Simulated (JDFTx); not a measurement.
Crystal: GaF.

```
Ga F
1.0
     0.00000    2.84624    2.84624
     2.84624    0.00000    2.84624
     2.84624    2.84624    0.00000
Ga F
1 1
Direct
  0.25000 0.25000 0.25000
  0.00000 0.00000 0.00000
```

The cell was built by a generator and needn't be a form met in nature.

* Program: JDFTx 1.7.0 (patched build)
* Task: relaxation of cell and atoms
* Functional: PBE
* Dispersion: D2
* Potentials or basis: PseudoDojo-SR-PBE-0.5-standard with smoothed tails
* Cutoff: 1143 eV
* Density cutoff: 9143 eV
* k mesh: 6 × 6 × 6
* Occupations: fermi-dirac, width 0.05 eV
* Spin: no spin polarisation

At the start: pressure -1.7 GPa; volume 23.06 Å³/atom.

Where does the relaxation end?

Over 5 steps the energy falls by 8.4 meV/atom and the volume is 21.54 Å³/atom (-6.6 %); space group F-43m (No. 216, to 0.05 Å).

Step by step:
| step | energy change (eV) | largest force (eV/Å) | pressure (GPa) | volume (Å³) |
| --- | --- | --- | --- | --- |
| 1 | 0.0000 | 0.0000 | -1.67 | 46.12 |
| 2 | -0.0037 | 0.0000 | -1.49 | 45.74 |
| 3 | -0.0168 | 0.0000 | 0.07 | 42.98 |
| 4 | -0.0168 | 0.0000 | 0.00 | 43.08 |
| 5 | -0.0168 | 0.0000 | 0.00 | 43.08 |

Final structure:
```cif
data_structure
_symmetry_space_group_name_H-M 'P 1'
_symmetry_Int_Tables_number 1
_cell_length_a 3.9348
_cell_length_b 3.9348
_cell_length_c 3.9348
_cell_angle_alpha 60.000
_cell_angle_beta 60.000
_cell_angle_gamma 60.000
_cell_volume 43.08
loop_
_atom_site_label
_atom_site_type_symbol
_atom_site_fract_x
_atom_site_fract_y
_atom_site_fract_z
_atom_site_occupancy
Ga1 Ga 0.25000 0.25000 0.25000 1
F1 F 0.00000 0.00000 0.00000 1
```

Caveat: the plane waves are those of the starting cell, so after so large a change of volume the result is rough.
